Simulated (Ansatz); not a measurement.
This script drives the Ansatz DFT code, driven from Python.

`bde_b2h8p2.py`:
```python
import ansatz as az


def energy(molecule, charge=0, unpaired=0):
    calc = molecule.calculation().basis(gaussian="pcseg-2").functional("pbe0")
    if charge:
        calc = calc.charge(charge)
    if unpaired:
        calc = calc.spin("collinear", total=unpaired)
    report = calc.run(threads=1).report
    if report["published_state_doubts"]:
        print("  doubts:", report["published_state_doubts"])
    return report["free_energy_ev"]

def without(molecule, index):
    rest = az.Crystal.molecule()
    for i, site in enumerate(molecule.cartesian_sites):
        if i != index:
            rest = rest.atom(site.symbol, site.position_ang)
    return rest

geometry = (
    az.Crystal.molecule()
    .atom("B", (0.2825, 0.217, -1.1815))
    .atom("P", (1.3666, 0.2389, 0.3706))
    .atom("B", (-0.2825, -0.217, 1.1815))
    .atom("P", (-1.3666, -0.2389, -0.3706))
    .atom("H", (0.6365, -0.6295, -1.9412))
    .atom("H", (0.2305, 1.2953, -1.6849))
    .atom("H", (2.3066, -0.8082, 0.4031))
    .atom("H", (1.8136, 1.5286, 0.7143))
    .atom("H", (-0.2305, -1.2953, 1.6848))
    .atom("H", (-0.6365, 0.6295, 1.9412))
    .atom("H", (-1.8137, -1.5286, -0.7143))
    .atom("H", (-2.3066, 0.8083, -0.4031))
)

whole = energy(geometry, 0)
hydrogen = energy(az.Crystal.molecule().atom("H", (0, 0, 0)), 0, 1)
print(f"E(molecule) = {whole:.5f} eV, E(H) = {hydrogen:.5f} eV")
for index in [9, 11]:
    radical = energy(without(geometry, index), 0, 1)
    print(f"H{index}: homolysis {96.485332 * (radical + hydrogen - whole):.1f} kJ/mol")
```

It is started by `python bde_b2h8p2.py`. Estimate its wall time and peak memory on 1 thread of Arm Neoverse V2, on a shared host.

It took about 50 s, with a peak of 0.71 GiB, for 4 runs of the engine.

```console
$ python bde_b2h8p2.py
E(molecule) = -20052.07382 eV, E(H) = -13.63914 eV
H9: homolysis 396.5 kJ/mol
H11: homolysis 377.8 kJ/mol
```

Total energies depend on the basis set; only differences at equal settings carry meaning. The geometry is a force-field or estimated start, not a minimum of this method, and the basis set is short of its limit. All parts are taken at fixed geometry, without zero-point energy.

(Lines on the test bed's own set-up are left out of the output.)
